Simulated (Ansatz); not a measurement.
# Sc2BC2: the cost of one run

Computed with Ansatz 0.2.0 (DFT PBEsol, scalar-relativistic, plane waves, PAW).

### 1 The structure to begin with

Symmetry: I4/mmm, No. 139, tetragonal system. Conventional cell: a = 3.335 Å, b = 3.335 Å, c = 10.679 Å, α = 90.00°, β = 90.00°, γ = 90.00°. Sc (site symmetry 4mm) is surrounded by 5 C at 2.23 to 2.36 Å. B (site symmetry 4/mmm) is surrounded by 2 C at 1.48 Å. C (site symmetry 4mm) has 1 B at 1.48 Å as nearest neighbours.

Structure file:

```
Sc B C
1.0
    -1.66767    1.66767    5.33947
     1.66767   -1.66767    5.33947
     1.66767    1.66767   -5.33947
Sc B C
2 1 2
Direct
  0.34770 0.34770 0.00000
  0.65230 0.65230 0.00000
  0.00000 0.00000 0.00000
  0.13891 0.13891 0.00000
  0.86109 0.86109 0.00000
```

It is the result of an earlier relaxation at this level (volume 11.88 Å³/atom; gap on the mesh: none (metal)).

### 2 Relaxing with PBEsol

File input.yaml:

```yaml
crystal:
  lattice:
    - [-1.6676650743, 1.6676650743, 5.339473534]
    - [1.6676650743, -1.6676650743, 5.339473534]
    - [1.6676650743, 1.6676650743, -5.339473534]
  atoms:
    - { symbol: Sc, position: [0.3476992064, 0.3476992064, 0.0] }
    - { symbol: Sc, position: [0.6523007936, 0.6523007936, 0.0] }
    - { symbol: B, position: [0.0, 0.0, 0.0] }
    - { symbol: C, position: [0.138909953, 0.138909953, 0.0] }
    - { symbol: C, position: [0.861090047, 0.861090047, 0.0] }
basis:
  ecutwfc: 420
kpoints:
  mp_grid: { grid: [16, 16, 16] }
hamiltonian:
  xc: pbesol
scf:
  occupations: { method: gaussian, width: 0.1 }
output:
  forces: true
  stress: true
  eigenvalues: true
relax:
  adjacent_minimum: "off"
  f_tol: 0.005
  max_steps: 50
  cell: { stress_tol: 0.05 }
```

Command:

```console
ansatz run input.yaml --threads 1 --pin off --max-ram 2560MiB --backend cpu --events-out ev --progress --plain --runs-dir out
```

**Question.** How long does this run take on 1 thread of Intel Xeon Platinum 8488C (Sapphire Rapids), shared host, and how much memory does it need?

About 4 min, with a peak of 0.76 GiB.
